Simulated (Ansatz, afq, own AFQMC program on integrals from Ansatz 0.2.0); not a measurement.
# GeNH2 (quartet): AFQMC on the coupled-cluster ladder at distance Ge1–N2 = 2.360 Å, cc-pVDZ

How near does AFQMC come to the top of the ladder for GeNH2 (quartet)?

Program: Ansatz 0.2.0, Gaussian basis, and an in-house AFQMC program (afq) on its integrals; all values are calculated. Level of theory: cc-pVDZ, frozen cores. These are calculated values, not measurements.

Plan: PBE (unrestricted); r2SCAN (unrestricted); PBE0 (unrestricted); B3LYP (unrestricted); wB97M-V (unrestricted); B2PLYP (unrestricted); CCSD(T) on UHF; CCSDT(Q) on UHF; Phaseless AFQMC, CISD trial on UHF; Free-projection AFQMC, CISD trial on UHF.

1 further run of the same task is left out (it didn't finish).

### 1 The system

The geometry derives from a PBE0/def2-TZVP stationary point (not a proven minimum). One bond is set to the value named and the two fragments are kept rigid. No spin-orbit coupling is included. The filled d shell of Ge may be among the frozen orbitals whatever the setting's name suggests; the logs give the count.

4 atoms, charge 0, spin multiplicity 4.

Atoms are counted from 1 here; the program's logs count them from 0.

Bond lengths: Ge1–H3 1.558 Å, N2–H4 1.027 Å.

As a file:

```xyz
4
charge 0, multiplicity 4
Ge    0.0054    0.0527    0.3941
N    -0.0884   -0.2114   -1.9492
H     0.2873   -1.3100    1.0941
H     0.5527    0.4473   -2.4076
```

### 2 PBE (unrestricted)

in.yaml reads:

```yaml
crystal:
  periodic: [false, false, false]
  atoms:
    - {symbol: Ge, position_ang: [0.005381, 0.052741, 0.394080]}
    - {symbol: N, position_ang: [-0.088351, -0.211445, -1.949213]}
    - {symbol: H, position_ang: [0.287318, -1.309962, 1.094126]}
    - {symbol: H, position_ang: [0.552675, 0.447334, -2.407595]}
basis:
  gaussian: {orbitals: cc-pVDZ}
magnetization: {spin_polarized: true, initial_magnetization: 3}
hamiltonian: {xc: {name: PBE}}
output: {orbitals: {seedname: orbitals}}
```

Run with:

```bash
ansatz run in.yaml --threads 1 --pin off --events-out ev --progress --plain --max-ram 1382MiB
```

Standard output:

```text
Functional definition: PBE
  name "PBE"
  cite "Perdew, Burke & Ernzerhof, Phys. Rev. Lett. 77, 3865 (1996) doi:10.1103/PhysRevLett.77.3865"
  parent pbe
  parameter kappa = 0.804
  parameter beta = 0.06672455060314922
  exchange = pbe_x(kappa = kappa, mu = beta*pi^2/3)
  correlation = pbe_c(beta = beta)
551 factors; integrals over basis functions are off by at most 1.1e-3 eV
mean field evaluation 1: about -58020.5687 eV, gradient 2.7e1 eV
mean field evaluation 2: about -57974.7643 eV, gradient 7.9e1 eV
mean field evaluation 4: about -58023.3778 eV, gradient 1.2e1 eV
mean field evaluation 8: about -58024.6452 eV, gradient 1.4e-1 eV
mean field evaluation 16: about -58024.6454 eV, gradient 5.6e-5 eV
mean field -58024.64538525 eV, -2132.3663873907 hartree, gradient 5.6e-5 eV, S^2 3.762054; 1 other end points of the search recorded, 0 dependent functions left out
reference -58024.64541513 eV, -2132.3663884886 hartree; 22, 19 occupied and 29, 32 virtual orbitals, 551 factors
Total energy: -58024.64541513 eV, -2132.3663884886 hartree
```

Wall time 1.8 s (1 thread of Arm Neoverse V1, shared host).

From the report: ⟨S²⟩ of the determinant 3.762 (pure quartet: 3.75).

### 3 r2SCAN (unrestricted)

Edit in.yaml of step 2 so:

```diff
@@ -10,3 +10,2 @@
 magnetization: {spin_polarized: true, initial_magnetization: 3}
-hamiltonian: {xc: {name: PBE}}
-output: {orbitals: {seedname: orbitals}}
+hamiltonian: {xc: {name: r2SCAN}}
```

The command is unchanged.

Standard output:

```text
Functional definition: r2SCAN
  name "r2SCAN"
  cite "Furness, Kaplan, Ning, Perdew & Sun, J. Phys. Chem. Lett. 11, 8208 (2020) doi:10.1021/acs.jpclett.0c02405"
  cite "Furness, Kaplan, Ning, Perdew & Sun, J. Phys. Chem. Lett. 11, 9248 (2020) doi:10.1021/acs.jpclett.0c03077"
  parent r2scan
  parameter k0 = 0.174
  parameter k1 = 0.065
  parameter a1 = 4.9479
  exchange = r2scan_x(k0 = k0, k1 = k1, a1 = a1)
  correlation = r2scan_c
551 factors; integrals over basis functions are off by at most 1.1e-3 eV
mean field evaluation 1: about -58030.8721 eV, gradient 2.4e1 eV
mean field evaluation 2: about -58005.9515 eV, gradient 6.1e1 eV
mean field evaluation 4: about -58033.5713 eV, gradient 7.0e0 eV
mean field evaluation 8: about -58033.9935 eV, gradient 1.5e-1 eV
mean field evaluation 16: about -58033.9937 eV, gradient 1.0e-4 eV
mean field -58033.99373538 eV, -2132.7099329215 hartree, gradient 5.3e-5 eV, S^2 3.780597; 0 other end points of the search recorded, 0 dependent functions left out
reference -58033.99374477 eV, -2132.7099332665 hartree; 22, 19 occupied and 29, 32 virtual orbitals, 551 factors
Total energy: -58033.99374477 eV, -2132.7099332665 hartree
```

It took 3.9 s on 1 thread of Arm Neoverse V1, shared host.

From the report: ⟨S²⟩ of the determinant 3.781 (pure quartet: 3.75).

### 4 PBE0 (unrestricted)

Edit in.yaml of step 3 so:

```diff
@@ -10,2 +10,3 @@
 magnetization: {spin_polarized: true, initial_magnetization: 3}
-hamiltonian: {xc: {name: r2SCAN}}
+hamiltonian: {xc: {name: PBE0}}
+output: {orbitals: {seedname: orbitals}}
```

Same command.

Standard output:

```text
Functional definition: PBE0
  name "PBE0"
  cite "Adamo & Barone, J. Chem. Phys. 110, 6158 (1999) doi:10.1063/1.478522"
  cite "Perdew, Burke & Ernzerhof, Phys. Rev. Lett. 77, 3865 (1996) doi:10.1103/PhysRevLett.77.3865"
  parent pbe
  parameter a = 0.25
  parameter kappa = 0.804
  parameter beta = 0.06672455060314922
  exchange = (1 - a)*pbe_x(kappa = kappa, mu = beta*pi^2/3) + a*exact_x
  correlation = pbe_c(beta = beta)
551 factors; integrals over basis functions are off by at most 1.1e-3 eV
mean field evaluation 1: about -58023.7032 eV, gradient 2.1e1 eV
mean field evaluation 2: about -58014.6532 eV, gradient 4.2e1 eV
mean field evaluation 4: about -58026.0485 eV, gradient 2.2e0 eV
mean field evaluation 8: about -58026.1473 eV, gradient 2.4e-1 eV
mean field evaluation 16: about -58026.1487 eV, gradient 1.8e-3 eV
mean field -58026.14871933 eV, -2132.4216338993 hartree, gradient 7.3e-6 eV, S^2 3.783310; 0 other end points of the search recorded, 0 dependent functions left out
reference -58026.14874150 eV, -2132.4216347138 hartree; 22, 19 occupied and 29, 32 virtual orbitals, 551 factors
Total energy: -58026.14874150 eV, -2132.4216347138 hartree
```

Wall time 2.3 s (1 thread of Arm Neoverse V1, shared host).

From the report: ⟨S²⟩ of the determinant 3.783 (pure quartet: 3.75).

### 5 B3LYP (unrestricted)

Edit in.yaml of step 4 so:

```diff
@@ -10,3 +10,2 @@
 magnetization: {spin_polarized: true, initial_magnetization: 3}
-hamiltonian: {xc: {name: PBE0}}
-output: {orbitals: {seedname: orbitals}}
+hamiltonian: {xc: {name: B3LYP}}
```

The command is unchanged.

Standard output (excerpt; [...] marks lines left out):

```text
Functional definition: B3LYP
  name "B3LYP"
  cite "Stephens, Devlin, Chabalowski & Frisch, J. Phys. Chem. 98, 11623 (1994) doi:10.1021/j100096a001"
  cite "Becke, Phys. Rev. A 38, 3098 (1988) doi:10.1103/PhysRevA.38.3098"
  cite "Lee, Yang & Parr, Phys. Rev. B 37, 785 (1988) doi:10.1103/PhysRevB.37.785"
  cite "Vosko, Wilk & Nusair, Can. J. Phys. 58, 1200 (1980) doi:10.1139/p80-159"
[...]
551 factors; integrals over basis functions are off by at most 1.1e-3 eV
[...]
mean field -58036.38918366 eV, -2132.7979640222 hartree, gradient 4.1e-5 eV, S^2 3.774404; 0 other end points of the search recorded, 0 dependent functions left out
reference -58036.38937880 eV, -2132.7979711933 hartree; 22, 19 occupied and 29, 32 virtual orbitals, 551 factors
Total energy: -58036.38937880 eV, -2132.7979711933 hartree
```

Run time: 2.2 s. Hardware: 1 thread of Arm Neoverse V1, shared host.

From the report: ⟨S²⟩ of the determinant 3.774 (pure quartet: 3.75).

### 6 wB97M-V (unrestricted)

Edit in.yaml of step 5 so:

```diff
@@ -10,2 +10,3 @@
 magnetization: {spin_polarized: true, initial_magnetization: 3}
-hamiltonian: {xc: {name: B3LYP}}
+hamiltonian: {xc: {name: wB97M-V}}
+output: {orbitals: {seedname: orbitals}}
```

The command is unchanged.

Standard output (excerpt; [...] marks lines left out):

```text
Functional definition: wB97M-V
  name "wB97M-V"
  cite "Mardirossian & Head-Gordon, J. Chem. Phys. 144, 214110 (2016) doi:10.1063/1.4952647"
  cite "Becke, J. Chem. Phys. 107, 8554 (1997) doi:10.1063/1.475007"
  cite "Vydrov & Van Voorhis, J. Chem. Phys. 133, 244103 (2010) doi:10.1063/1.3521275"
  # Of w^i u^j: cxij and so on, Table III.
[...]
  gx(w, u) = 1 - cx + cx01*u + cx10*w
  gss(w, u) = css00 + css04*u^4 + css10*w + css20*w^2 + css43*w^4*u^3
  gos(w, u) = cos00 + cos10*w + (cos20 + cos21*u)*w^2 + (cos60 + cos61*u)*w^6
[...]
      + integral(e_c_pw_mod_opposite_spin*gos(b97_w_opposite, b97_u_opposite)) + vv10(b, c)
551 factors; integrals over basis functions are off by at most 1.1e-3 eV
152 factors; integrals over basis functions are off by at most 5.5e-6 eV
[...]
mean field -58031.11217796 eV, -2132.6040376395 hartree, gradient 5.4e-5 eV, S^2 3.790322; 2 other end points of the search recorded, 0 dependent functions left out
reference -58031.11220838 eV, -2132.6040387573 hartree; 22, 19 occupied and 29, 32 virtual orbitals, 551 factors
Total energy: -58031.11220838 eV, -2132.6040387573 hartree
```

It took 11 s on 1 thread of Arm Neoverse V1, shared host.

From the report: ⟨S²⟩ of the determinant 3.790 (pure quartet: 3.75).

### 7 B2PLYP (unrestricted)

Edit in.yaml of step 6 so:

```diff
@@ -10,3 +10,3 @@
 magnetization: {spin_polarized: true, initial_magnetization: 3}
-hamiltonian: {xc: {name: wB97M-V}}
-output: {orbitals: {seedname: orbitals}}
+hamiltonian: {xc: {name: B2PLYP}}
+correlation: {electrons: outside_noble_gas}
```

The command is unchanged.

Standard output (excerpt; [...] marks lines left out):

```text
Functional definition: B2PLYP
  name "B2PLYP"
  cite "Grimme, J. Chem. Phys. 124, 034108 (2006) doi:10.1063/1.2148954"
  cite "Becke, Phys. Rev. A 38, 3098 (1988) doi:10.1103/PhysRevA.38.3098"
  cite "Lee, Yang & Parr, Phys. Rev. B 37, 785 (1988) doi:10.1103/PhysRevB.37.785"
[...]
551 factors; integrals over basis functions are off by at most 1.1e-3 eV
[...]
mean field -58020.43179379 eV, -2132.2115407607 hartree, gradient 7.6e-6 eV, S^2 3.806399; 0 other end points of the search recorded, 0 dependent functions left out
15 core orbitals not correlated: weight in the atoms' cores, before any rotation towards them, 0.999 or more for the frozen orbitals, at most 0.000 for the correlated occupied ones
reference -58020.43191642 eV, -2132.2115452672 hartree; 7, 4 occupied and 29, 32 virtual orbitals, 551 factors
second order -6.21370069 eV of doubles, -0.00000000 eV of singles
Total energy: -58022.10961561 eV, -2132.2731995752 hartree
```

Wall time 2.3 s (1 thread of Arm Neoverse V1, shared host).

From the report: ⟨S²⟩ of the determinant 3.806 (pure quartet: 3.75).

### 8 CCSD(T) on UHF

Edit in.yaml of step 7 so:

```diff
@@ -10,3 +10,2 @@
 magnetization: {spin_polarized: true, initial_magnetization: 3}
-hamiltonian: {xc: {name: B2PLYP}}
-correlation: {electrons: outside_noble_gas}
+correlation: {method: ccsd_t, electrons: outside_noble_gas, hamiltonian_folder: ham}
```

The command is unchanged.

Standard output (excerpt; [...] marks lines left out):

```text
Functional definition: HF
  name "HF"
  cite "Fock, Z. Phys. 61, 126 (1930) doi:10.1007/BF01340294"
  parent pbe
[...]
551 factors; integrals over basis functions are off by at most 1.1e-3 eV
[...]
mean field -57982.89594769 eV, -2130.8321238592 hartree, gradient 4.3e-6 eV, S^2 3.860814; 5 other end points of the search recorded, 0 dependent functions left out
determinant -57982.89594769 eV, -2130.8321238592 hartree, with singles and doubles -57988.80623027 eV, -2131.0493227376 hartree
determinant -57981.25010370 eV, -2130.7716402079 hartree, with singles and doubles -57987.13657316 eV, -2130.9879639708 hartree
determinant -57980.33756234 eV, -2130.7381049318 hartree, with singles and doubles -57986.54387609 eV, -2130.9661827551 hartree
determinant -57980.03715780 eV, -2130.7270652683 hartree, with singles and doubles -57986.66363758 eV, -2130.9705839086 hartree
15 core orbitals not correlated: weight in the atoms' cores, before any rotation towards them, 1.000 or more for the frozen orbitals, at most 0.000 for the correlated occupied ones
reference -57982.89594769 eV, -2130.8321238592 hartree; 7, 4 occupied and 29, 32 virtual orbitals, 551 factors
second order -4.77190225 eV of doubles, -0.00000000 eV of singles
cycle   1  -5.91026449 eV  change    1.8e-5 eV  update   5.2e-3
[...]
cycle  11  -5.92195983 eV  change   -9.3e-6 eV  update   6.5e-6
perturbative correction -0.15275227 eV, -0.0056135423 hartree
Total energy: -57988.97065978 eV, -2131.0553654110 hartree
```

Wall time 4.3 s (1 thread of Arm Neoverse V1, shared host).

From the report: ⟨S²⟩ of the determinant 3.861 (pure quartet: 3.75); correlation -6.0747 eV; T1 0.037; largest double amplitude 0.07.

This run also writes the integrals to the folder ham.

### 9 CCSDT(Q) on UHF

Edit in.yaml of step 8 so:

```diff
@@ -10,2 +10,2 @@
 magnetization: {spin_polarized: true, initial_magnetization: 3}
-correlation: {method: ccsd_t, electrons: outside_noble_gas, hamiltonian_folder: ham}
+correlation: {method: ccsdt_q, electrons: outside_noble_gas}
```

The command is unchanged.

Standard output (excerpt; [...] marks lines left out):

```text
Functional definition: HF
  name "HF"
  cite "Fock, Z. Phys. 61, 126 (1930) doi:10.1007/BF01340294"
  parent pbe
[...]
989 factors; integrals over basis functions are off by at most 2.3e-7 eV
[...]
mean field -57982.89604733 eV, -2130.8321275209 hartree, gradient 2.8e-6 eV, S^2 3.860812; 5 other end points of the search recorded, 0 dependent functions left out
determinant -57982.89604733 eV, -2130.8321275209 hartree, with singles and doubles -57988.80632585 eV, -2131.0493262503 hartree
determinant -57981.25020306 eV, -2130.7716438594 hartree, with singles and doubles -57987.13665825 eV, -2130.9879670976 hartree
determinant -57980.33767239 eV, -2130.7381089759 hartree, with singles and doubles -57986.54396692 eV, -2130.9661860931 hartree
determinant -57980.03726594 eV, -2130.7270692424 hartree, with singles and doubles -57986.66376242 eV, -2130.9705884965 hartree
15 core orbitals not correlated: weight in the atoms' cores, before any rotation towards them, 1.000 or more for the frozen orbitals, at most 0.000 for the correlated occupied ones
reference -57982.89604733 eV, -2130.8321275209 hartree; 7, 4 occupied and 29, 32 virtual orbitals, 989 factors
second order -4.77191785 eV of doubles, -0.00000000 eV of singles
cycle   1  -5.49567489 eV  change   -7.2e-1 eV  update   8.2e-2
[...]
cycle  25  -6.12505213 eV  change    3.9e-8 eV  update   8.7e-7
perturbative correction -0.01305980 eV, -0.0004799389 hartree
Total energy: -57989.03415927 eV, -2131.0576989740 hartree
```

Wall time 42 s (1 thread of Arm Neoverse V1, shared host); peak memory 0.34 GiB.

From the report: ⟨S²⟩ of the determinant 3.861 (pure quartet: 3.75); correlation -6.1381 eV; T1 0.044; largest double amplitude 0.10.

### 10 Phaseless AFQMC, CISD trial on UHF

It reads the integrals that the CCSD(T) run on this determinant wrote.

Run with:

```bash
afq ham --method phaseless --trial cisd --walkers 60 --populations 1 --least-time 40 --time-step 0.005 --steps-per-block 50 --equilibration-blocks 28 --max-blocks 300 --target-error 0.0004 --factor-cut 1e-05 --start spin_pure --seed 1649 --release-times 0.24,0.51,0.99,1.62,2.4 --release-step 0.03 --release-every 4 --taylor-order 6
```

Standard output:

```text
orbitals 36  electrons 7 4  factors 276 of 551
reference energy -2130.83212386 Eh
CCSD correlation -0.21762802 Eh in 17 cycles, weight of the determinant in the CISD state 0.8594
energy of the start -2131.046762 Eh
 block  time / (1/Eh)  mean weight  energy / Eh
     1     0.250  1.0006  -2131.045380
     2     0.500  0.9984  -2131.047265
     3     0.750  0.9995  -2131.048683
     4     1.000  0.9979  -2131.050962
     5     1.250  0.9990  -2131.051329
     6     1.500  1.0015  -2131.051636
     7     1.750  1.0005  -2131.053659
     8     2.000  1.0003  -2131.056172
     9     2.250  1.0006  -2131.056066
    10     2.500  0.9991  -2131.055269
    15     3.750  0.9999  -2131.060541
    22     5.500  1.0014  -2131.060587
    29     7.250  1.0005  -2131.054567
    36     9.000  1.0023  -2131.054866
    43    10.750  1.0011  -2131.061191
    50    12.500  0.9991  -2131.055176
    57    14.250  1.0005  -2131.053562
    64    16.000  1.0003  -2131.056920
    71    17.750  0.9983  -2131.060200
    78    19.500  1.0034  -2131.056284
    85    21.250  0.9998  -2131.055922
    92    23.000  1.0021  -2131.053882
    99    24.750  1.0011  -2131.057866
   106    26.500  1.0005  -2131.055509
   113    28.250  0.9994  -2131.049926
   120    30.000  0.9998  -2131.051558
   127    31.750  0.9985  -2131.054655
   134    33.500  0.9998  -2131.059531
   141    35.250  0.9984  -2131.050264
   148    37.000  0.9979  -2131.057089
   155    38.750  1.0037  -2131.065625
   162    40.500  0.9980  -2131.062413
   169    42.250  1.0014  -2131.064224
   176    44.000  0.9959  -2131.057511
   183    45.750  0.9989  -2131.058523
   190    47.500  0.9973  -2131.053993
   197    49.250  1.0008  -2131.060800
   204    51.000  0.9999  -2131.059007
   211    52.750  0.9993  -2131.049686
   218    54.500  1.0009  -2131.058851
   225    56.250  1.0010  -2131.068650
   232    58.000  1.0000  -2131.055778
   239    59.750  0.9995  -2131.055617
   246    61.500  0.9995  -2131.053377
   253    63.250  1.0004  -2131.055326
   260    65.000  0.9975  -2131.054221
   267    66.750  0.9966  -2131.061982
   274    68.500  1.0003  -2131.055538
   281    70.250  0.9997  -2131.057860
   288    72.000  0.9995  -2131.058611
   295    73.750  0.9990  -2131.052000
   302    75.500  0.9999  -2131.052677
   309    77.250  1.0018  -2131.054407
   316    79.000  1.0016  -2131.051247
blocks merged  error / Eh  count
     1  0.000233  290
     2  0.000289  145
     4  0.000360  72
     8  0.000373  36
    16  0.000326  18
    32  0.000307  9
released: time / (1/Eh)  energy / Eh  error  mean overlap
  0.24  -2131.056976  0.000463  1.0028
  0.51  -2131.057324  0.000433  1.0018
  0.99  -2131.057817  0.000414  0.9925
  1.62  -2131.057312  0.000505  0.9962
  2.40  -2131.057535  0.000653  0.9759
energy -2131.056626 +/- 0.000373 Eh
```

It took 8 min on 1 thread of Arm Neoverse V1, shared host.

Energy -57989.0050 ± 0.0101 eV. Caveats: constraint bias not in the error.

### 11 Free-projection AFQMC, CISD trial on UHF

It reads the integrals that the CCSD(T) run on this determinant wrote.

Run with:

```bash
afq ham --method free --trial cisd --walkers 60 --time-step 0.03 --max-blocks 80 --target-error 0.0004 --factor-cut 1e-05 --seed 9259 --times 0,0.21,0.42,0.81,1.2,1.8,2.4,3 --taylor-order 8
```

Standard output:

```text
orbitals 36  electrons 7 4  factors 276 of 551
reference energy -2130.83212386 Eh
CCSD correlation -0.21762802 Eh in 17 cycles, weight of the determinant in the CISD state 0.8594
repeat  energy at the last time / Eh  error
    10  -2131.054918  0.001669
    20  -2131.054865  0.000938
    30  -2131.055551  0.000781
    40  -2131.055444  0.000733
    50  -2131.056023  0.000675
    60  -2131.056322  0.000618
    70  -2131.056584  0.000568
    80  -2131.056615  0.000517
time / (1/Eh)  energy / Eh  error  mean overlap
  0.00  -2131.049849  0.000172  1.1639
  0.21  -2131.052612  0.000179  1.1761
  0.42  -2131.053963  0.000189  1.1803
  0.81  -2131.055473  0.000206  1.1798
  1.20  -2131.056514  0.000262  1.1597
  1.80  -2131.056808  0.000349  1.1534
  2.40  -2131.056940  0.000382  1.1577
  3.00  -2131.056615  0.000517  1.1823
energy -2131.056615 +/- 0.000517 Eh
```

Run time: 4.6 min. Hardware: 1 thread of Arm Neoverse V1, shared host.

Energy -57989.0047 ± 0.0141 eV. Caveats: remainder of the start not in the error; start is not spin pure.

### 12 AFQMC on the ladder

On the UHF determinant, counted from CCSDT(Q) (a yardstick, not exact):

```csv
level,energy (eV),from CCSDT(Q) (kJ/mol),statistical error (kJ/mol),time
HF,-57982.8959,+592.2,,
MP2,-57987.6678,+131.8,,
CCSD,-57988.8179,+20.9,,
CCSD(T),-57988.9707,+6.1,,
CCSDT(Q),-57989.0342,0.0,,
"Phaseless AFQMC, CISD trial, step 0.005, 60 walkers",-57989.0050,+2.8,1.0,8 min
"Free-projection AFQMC, CISD trial, step 0.03, 60 walkers",-57989.0047,+2.8,1.4,4.6 min
```

The functionals' totals stand on their own zeros and serve differences with other points: PBE -58024.645 eV; r2SCAN -58033.994 eV; PBE0 -58026.149 eV; B3LYP -58036.389 eV; wB97M-V -58031.112 eV; B2PLYP -58022.110 eV.

### 13 Summary of results

```
                                              quantity              value
                          CCSD(T) on UHF from CCSDT(Q)        +6.1 kJ/mol
      Phaseless AFQMC, CISD trial on UHF from CCSDT(Q)  +2.8 ± 1.0 kJ/mol
Free-projection AFQMC, CISD trial on UHF from CCSDT(Q)  +2.8 ± 1.4 kJ/mol
```

In words: On UHF the phaseless walk with the CISD trial lies +2.8 kJ/mol from CCSDT(Q), within three error bars. Free projection has no constraint; at the last time it gives +2.8 ± 1.4 kJ/mol, and from a start that isn't spin pure other spins can mix in. Error bars are statistical and leave out the constraint, the time step and what remains of the start.
